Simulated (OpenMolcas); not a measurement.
**GeHCl (SMILES [Cl][GeH]) at MP2/def-TZVP**

What is the energy change on altering one bond length of GeHCl at MP2/def-TZVP? 

The calculation is run with OpenMolcas 26.06.

1 further run of the same task is left out (set aside as unsound or not needed).

**1. The system as given**

GeHCl: 3 atoms, total charge 0, spin state singlet. As SMILES, `[Cl][GeH]`. Geometry: a GFN2-xTB relaxation, a rough one for these elements and not checked as a minimum.

Bond lengths: Cl1–Ge2 2.130 Å, Ge2–H3 1.668 Å. Angles: Cl1–Ge2–H3 95.1°.

**2. Energy and gradient at MP2/def-TZVP**

The input, run.input:

```
* ClGeH MP2
>>> EXPORT MOLCAS_PRINT=2

&GATEWAY
  BasisSet
  Cl.def-TZVP....
  Cl1 1.187680 -0.868590 0.547950 angstrom
  End of Basis
  BasisSet
  Ge.def-TZVP....
  Ge2 -0.658180 -0.387810 -0.399090 angstrom
  End of Basis
  BasisSet
  H.def-TZVP....
  H3 -0.529500 1.256400 -0.148860 angstrom
  End of Basis

&SEWARD

&SCF
  PrOrbitals = 1 1

&MBPT2
  Frozen = 14
  Grdt

&ALASKA
```

Started as:

```bash
$ export MOLCAS_MEM=1860
$ pymolcas run.input > run.log
```

The log of the run:

```text
--- Start Module: gateway ---
[...]
--- Stop Module: gateway /rc=_RC_ALL_IS_WELL_ ---
[...]
      Basis functions           64
[...]
       Convergence after  10 Iterations
[...]
::    Total SCF energy                              -2535.4658664111
[...]
      Total spin, S                                     0.0000000000
[...]
      Total electronic charge=   50.000000
      Total            charge=   -0.000000
[...]
--- Start Module: mbpt2 ---
[...]
WARNING!
Default frozen orbitals as non valence orbitals is overwritten by user input.
Default values:  19
[...]
       Reference weight ( Cref**2 )         =        0.89971
::    Total MBPT2 energy                            -2535.8011209280
[...]
      Dipole Moment (debye):
      Origin of the operator (angstrom)=   -0.0697   -0.5257   -0.0955
                   X= -1.3407E+00               Y=  1.9611E-01               Z= -7.0469E-01           Total=  1.5273E+00
      Quadrupole Moment (debye*angstrom):
[...]
      Total MBPT2 calculations                           1.09      1.36
--- Stop Module: mbpt2 /rc=_RC_ALL_IS_WELL_ ---
[...]
--- Start Module: alaska ---
[...]
 *              Molecular gradients               *
 **************************************************
  Irreducible representation: a
 ------------------------------------------------------------------------------------------
                              X                       Y                       Z
 ------------------------------------------------------------------------------------------
  CL1              -1.44012362484354E-02    3.70564574995491E-03   -7.39370229395497E-03
  GE2               1.27954560573293E-02   -2.48810741056200E-02    4.19891860645905E-03
  H3                1.60578019114292E-03    2.11754283556651E-02    3.19478368753146E-03
 ------------------------------------------------------------------------------------------
--- Stop Module: alaska /rc=_RC_ALL_IS_WELL_ ---
[...]
```

Wall time 6 s (1 thread of Arm Neoverse V2, shared host); peak memory 0.4 GiB.

**3. The distorted shape, same level**

The input, run.input:

```
* ClGeH MP2

&GATEWAY
 BASISSET
 Cl.def-TZVP....
 Cl1 3.033525 -1.349366 1.494982 angstrom
 End of Basis
 BASISSET
 Ge.def-TZVP....
 Ge2 -0.658180 -0.387810 -0.399090 angstrom
 End of Basis
 BASISSET
 H.def-TZVP....
 H3 -0.529500 1.256400 -0.148860 angstrom
 End of Basis

&SEWARD

&SCF
 PRORBITALS=1 1

&MBPT2
 FROZEN=14
 GRDT

&ALASKA
```

Started as:

```bash
$ export MOLCAS_MEM=1860
$ pymolcas run.input > run.log
```

The log of the run:

```text
--- Start Module: gateway ---
[...]
--- Stop Module: gateway /rc=_RC_ALL_IS_WELL_ ---
[...]
      Basis functions           64
[...]
       Convergence after  13 Iterations
[...]
::    Total SCF energy                              -2535.3205792803
[...]
      Total spin, S                                     0.0000000000
[...]
      Total electronic charge=   50.000000
      Total            charge=   -0.000000
[...]
--- Start Module: mbpt2 ---
[...]
WARNING!
Default frozen orbitals as non valence orbitals is overwritten by user input.
Default values:  19
[...]
       Reference weight ( Cref**2 )         =        0.89109
::    Total MBPT2 energy                            -2535.6454537109
[...]
      Dipole Moment (debye):
      Origin of the operator (angstrom)=    0.5177   -0.6787    0.2059
                   X= -8.7124E+00               Y=  2.3778E+00               Z= -4.4581E+00           Total=  1.0071E+01
      Quadrupole Moment (debye*angstrom):
[...]
      Total MBPT2 calculations                           1.11      1.41
--- Stop Module: mbpt2 /rc=_RC_ALL_IS_WELL_ ---
[...]
--- Start Module: alaska ---
[...]
 *              Molecular gradients               *
 **************************************************
  Irreducible representation: a
 ------------------------------------------------------------------------------------------
                              X                       Y                       Z
 ------------------------------------------------------------------------------------------
  CL1               2.11504194887553E-02   -6.00087274405503E-03    1.07974528897312E-02
  GE2              -2.19394263177417E-02   -1.81929024893104E-02   -1.38812286000771E-02
  H3                7.89006828979644E-04    2.41937752333676E-02    3.08377571033980E-03
 ------------------------------------------------------------------------------------------
--- Stop Module: alaska /rc=_RC_ALL_IS_WELL_ ---
[...]
```

Wall time 5.7 s (1 thread of Arm Neoverse V2, shared host); peak memory 0.4 GiB.

**4. Summary of results**

Level: MP2/def-TZVP, 14 core orbitals frozen.

```
                                                           quantity           value
                                          first shape: total energy  -2535.80112 Eh
                    first shape: dipole moment (mean-field density)          1.86 D
                   first shape: HOMO energy (Hartree–Fock orbitals)        -9.52 eV
                   first shape: LUMO energy (Hartree–Fock orbitals)         0.08 eV
                 first shape: HOMO–LUMO gap (Hartree–Fock orbitals)         9.60 eV
          first shape: correlation energy (14 core orbitals frozen)      -335.3 mEh
                              first shape: largest force on an atom      1.455 eV/Å
                                      distorted shape: total energy  -2535.64545 Eh
                distorted shape: dipole moment (mean-field density)         15.69 D
               distorted shape: HOMO energy (Hartree–Fock orbitals)        -7.91 eV
               distorted shape: LUMO energy (Hartree–Fock orbitals)        -2.85 eV
             distorted shape: HOMO–LUMO gap (Hartree–Fock orbitals)         5.07 eV
      distorted shape: correlation energy (14 core orbitals frozen)      -324.9 mEh
                          distorted shape: largest force on an atom      1.630 eV/Å
energy change with the Cl1–Ge2 bond stretched from 2.130 to 4.259 Å        4.236 eV
```

In words: One bond (distorted shape) is far stretched, which a spin-restricted single reference describes badly; perturbation theory on it can break down and give far too much correlation. With the Cl1–Ge2 bond stretched from 2.130 to 4.259 Å the energy rises by 4.24 eV (98 kcal/mol). The first shape isn't relaxed at this level, so the change isn't measured from a minimum. A restricted reference can't describe the breaking bond well at this length. The largest force (first shape) is 1.45 eV/Å: the shape isn't a stationary point for this species at this level. Mulliken charges (distorted shape) of the mean-field density run from -0.79 on Cl1 to +0.83 on Ge2; they depend strongly on the basis.
